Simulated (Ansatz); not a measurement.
# Ta4Cu: the cost of one run

Program: Ansatz 0.2.0. Level of theory: DFT PBE, scalar-relativistic, plane waves, PAW. These are calculated values, not measurements.

1 further run of the same task is left out (it didn't finish).

**1. The starting structure**

It takes space group Im-3m (No. 229, cubic). The conventional cell has a = 5.384 Å, b = 5.384 Å, c = 5.384 Å, α = 90.00°, β = 90.00°, γ = 90.00°. Around Ta (site symmetry -3m) lie 2 Cu at 2.33 Å. Cu (site symmetry m-3m) has 8 Ta at 2.33 Å as nearest neighbours.

Coordinates:

```
CELL_PARAMETERS angstrom
-2.69212 2.69212 2.69212
2.69212 -2.69212 2.69212
2.69212 2.69212 -2.69212
ATOMIC_POSITIONS crystal
Ta 0.00000 0.00000 0.50000
Ta 0.00000 0.50000 0.00000
Ta 0.50000 0.00000 0.00000
Ta 0.50000 0.50000 0.50000
Cu 0.00000 0.00000 0.00000
```

The cell is invented: species swapped into a database cell of MnGa4 (Im-3m, No. 229), with Cu on the Mn sites and Ta on the Ga sites. Its size is a rough estimate.

**2. The guess as it stands, on a coarse mesh**

input.yaml

```yaml
crystal:
  lattice:
    - [-2.69212412, 2.69212412, 2.69212412]
    - [2.69212412, -2.69212412, 2.69212412]
    - [2.69212412, 2.69212412, -2.69212412]
  atoms:
    - { symbol: Ta, position: [0.0, 0.0, 0.5] }
    - { symbol: Ta, position: [0.0, 0.5, 0.0] }
    - { symbol: Ta, position: [0.5, 0.0, 0.0] }
    - { symbol: Ta, position: [0.5, 0.5, 0.5] }
    - { symbol: Cu, position: [0.0, 0.0, 0.0] }
basis:
  ecutwfc: 420
kpoints:
  mp_grid: { grid: [4, 4, 4] }
hamiltonian:
  xc: pbe
scf:
  occupations: { method: gaussian, width: 0.1 }
  lower_state_search: "off"
output:
  forces: true
  stress: true
  eigenvalues: true
```

Command:

```console
$ ansatz run input.yaml --threads 1 --pin off --max-ram 2560MiB --backend cpu --events-out ev --progress --plain --runs-dir out
```

What time and memory should one allow on 1 thread of Arm Neoverse V2, shared host?

About 1.8 s, with a peak of 0.33 GiB.
